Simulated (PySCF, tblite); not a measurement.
**C₄H₇BrSSi: geometry, infrared bands and NMR shifts**

Aim: predict the infrared bands and NMR shifts of C₄H₇BrSSi (`C#CCCS[SiH2]Br`).

Programs: tblite 0.8.0 and PySCF 2.14.0, with density-fitted response routines of our own. Each step states its level of theory. These are calculated values for one molecule in the gas phase, unless marked as measured. Atoms are numbered from 0 throughout.

## 1. Starting geometry

14 atoms, charge 0, multiplicity 1; geometry from: force field or distance geometry start.

Bonds of the start (Å): C0–C1 1.21, C1–C2 1.46, C2–C3 1.54, C3–S4 1.82, S4–Si5 2.14, Si5–Br6 2.21, C0–H7 1.07, C2–H8 1.10, C2–H9 1.10, C3–H10 1.09, C3–H11 1.11, Si5–H12 1.48, Si5–H13 1.48.

## 2. Relaxing the molecule with GFN2-xTB

What the job is given:

```
{"job": {"kind": "relax", "xc": "GFN2-xTB", "basis": "xTB"}, "charge": 0, "multiplicity": 1}
C      3.509600     0.201900     0.792800
C      2.519000    -0.200800     0.218900
C      1.337700    -0.714500    -0.464600
C      0.059500    -0.066400     0.090600
S     -1.414500    -0.714900    -0.750800
Si    -3.037000     0.276000     0.241700
Br    -2.928000     2.443600    -0.197000
H      4.376900     0.572000     1.296200
H      1.423600    -0.494300    -1.537600
H      1.283300    -1.802900    -0.356000
H      0.101900     1.013200    -0.019300
H     -0.026700    -0.295600     1.171900
H     -4.325600    -0.274000    -0.230200
H     -2.880500     0.056200     1.701400
```

On the command line:

```
OMP_NUM_THREADS=1 python probes_run.py task.json out
```

One launch serves the whole session: the jobs run in the order shown.

**Question.** This job is followed by: GFN2-xTB harmonic vibrations, gas phase; GIAO PBE0/pcSseg-1 NMR shielding, non-relativistic, gas phase. Predict these results of the whole session: strongest single infrared mode (GFN2-xTB); zero-point energy (GFN2-xTB); 13C shifts against TMS (PBE0/pcSseg-1); 1H shifts against TMS (PBE0/pcSseg-1, means over atoms taken as alike); 33S shifts against CS2 (PBE0/pcSseg-1); 29Si shifts against TMS (PBE0/pcSseg-1); 79Br shifts against HBr (PBE0/pcSseg-1); surface potential, 1st and 99th percentile.

As calculated:

```
                                                              quantity                       value
                             strongest single infrared mode (GFN2-xTB)        704 cm⁻¹, 552 km/mol
                                          zero-point energy (GFN2-xTB)               58.6 kcal/mol
                                13C shifts against TMS (PBE0/pcSseg-1)  86.3, 77.1, 33.6, 22.3 ppm
1H shifts against TMS (PBE0/pcSseg-1, means over atoms taken as alike)  5.80, 2.82, 2.58, 1.52 ppm
                                33S shifts against CS2 (PBE0/pcSseg-1)                     -97 ppm
                               29Si shifts against TMS (PBE0/pcSseg-1)                    -0.6 ppm
                               79Br shifts against HBr (PBE0/pcSseg-1)                     -45 ppm
                                 surface potential, 1st and 99th percentile          -0.70 V and 1.45 V
```

What this shows: Over 51 steps the energy fell by 0.104 eV; of the close pairs, Si5–H12 changed most, 1.478 to 1.443 Å. All 36 modes are real, so the xTB geometry is a minimum. The strongest single mode, at 704 cm⁻¹, moves mainly H13 and H12. GFN2-xTB is a fitted tight-binding method: band positions and strengths are rough. Its intensities can rank the bands wrongly. At PBE0/pcSseg-1: The widest tensor belongs to Br6: span 495 ppm, with a paramagnetic part of -459 ppm. By nearest atom (PBE0/pcSseg-1), the HOMO sits on S4 77 % and the LUMO on Si5 23 %; Br6 18 %. Spin-orbit coupling is left out, which matters for shieldings and couplings at and beside the heavy atoms.
